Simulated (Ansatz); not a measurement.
**Yb3BeAg: from a guess to a relaxed structure**

Aim: relax a trial structure of Yb3BeAg and see where it ends.

Method: DFT PBE, scalar-relativistic, plane waves, PAW, in Ansatz 0.2.0.

### Step 1. Starting point

It takes space group Pm-3m (No. 221, cubic). The conventional cell has a = 4.854 Å, b = 4.854 Å, c = 4.854 Å, α = 90.00°, β = 90.00°, γ = 90.00°. Yb (site symmetry 4/mmm) is surrounded by 2 Ag at 2.43 Å. Be (site symmetry m-3m) is surrounded by 12 Yb at 3.43 Å. Ag (site symmetry m-3m) is surrounded by 6 Yb at 2.43 Å.

Coordinates:

```cif
data_structure
_symmetry_space_group_name_H-M 'Pm-3m'
_symmetry_Int_Tables_number 221
_cell_length_a 4.8539
_cell_length_b 4.8539
_cell_length_c 4.8539
_cell_angle_alpha 90.000
_cell_angle_beta 90.000
_cell_angle_gamma 90.000
_cell_volume 114.36
loop_
_atom_site_label
_atom_site_type_symbol
_atom_site_symmetry_multiplicity
_atom_site_Wyckoff_symbol
_atom_site_fract_x
_atom_site_fract_y
_atom_site_fract_z
_atom_site_occupancy
Yb1 Yb 3 c 0.00000 0.50000 0.50000 1
Be1 Be 1 a 0.00000 0.00000 0.00000 1
Ag1 Ag 1 b 0.50000 0.50000 0.50000 1
```

A structure generator made this guess: random cell by space group and Wyckoff sites (Pm-3m, No. 221). Its size is a rough estimate.

### Step 2. Probe: one point on a coarse mesh

input.yaml reads:

```yaml
crystal:
  lattice:
    - [4.85389058, 0.0, 0.0]
    - [0.0, 4.85389058, 0.0]
    - [0.0, 0.0, 4.85389058]
  atoms:
    - { symbol: Yb, position: [0.0, 0.5, 0.5] }
    - { symbol: Yb, position: [0.5, 0.0, 0.5] }
    - { symbol: Yb, position: [0.5, 0.5, 0.0] }
    - { symbol: Be, position: [0.0, 0.0, 0.0] }
    - { symbol: Ag, position: [0.5, 0.5, 0.5] }
basis:
  ecutwfc: 420
kpoints:
  mp_grid: { grid: [4, 4, 4] }
hamiltonian:
  xc: pbe
scf:
  occupations: { method: gaussian, width: 0.1 }
  lower_state_search: "off"
output:
  forces: true
  stress: true
  eigenvalues: true
```

On the command line:

```sh
ansatz run input.yaml --threads 1 --pin off --max-ram 2048MiB --backend cpu --events-out ev --progress --plain --runs-dir out
```

Further runs follow: rough relaxation on the coarse mesh; spin check on a coarse mesh; full relaxation.

**Question.** What will these runs give? Wanted: conventional cell; volume; energy over the elements; gap on the mesh.

The runs gave:

| quantity | value |
| --- | --- |
| symmetry at the end (tolerance 0.05 Å) | space group Pm-3m (No. 221) |
| conventional cell | a = 5.601 Å, b = 5.601 Å, c = 5.601 Å, α = 90.00°, β = 90.00°, γ = 90.00° |
| volume | 35.15 Å³/atom |
| energy over the elements | +0.55 eV/atom |
| gap on the mesh | none (metal) |

The space group Pm-3m (No. 221) is kept, and the volume per atom grows by 53.7 % from the first guess. With a positive formation energy it can't be a ground state. No finished test with a distortion of lower symmetry is shown, so the end may be a saddle point. The runs treat Yb without spin-orbit coupling. Where the f shell of Ce or Yb is open, it has no Hubbard U here, which places its levels poorly. Other magnetic orders were not searched.
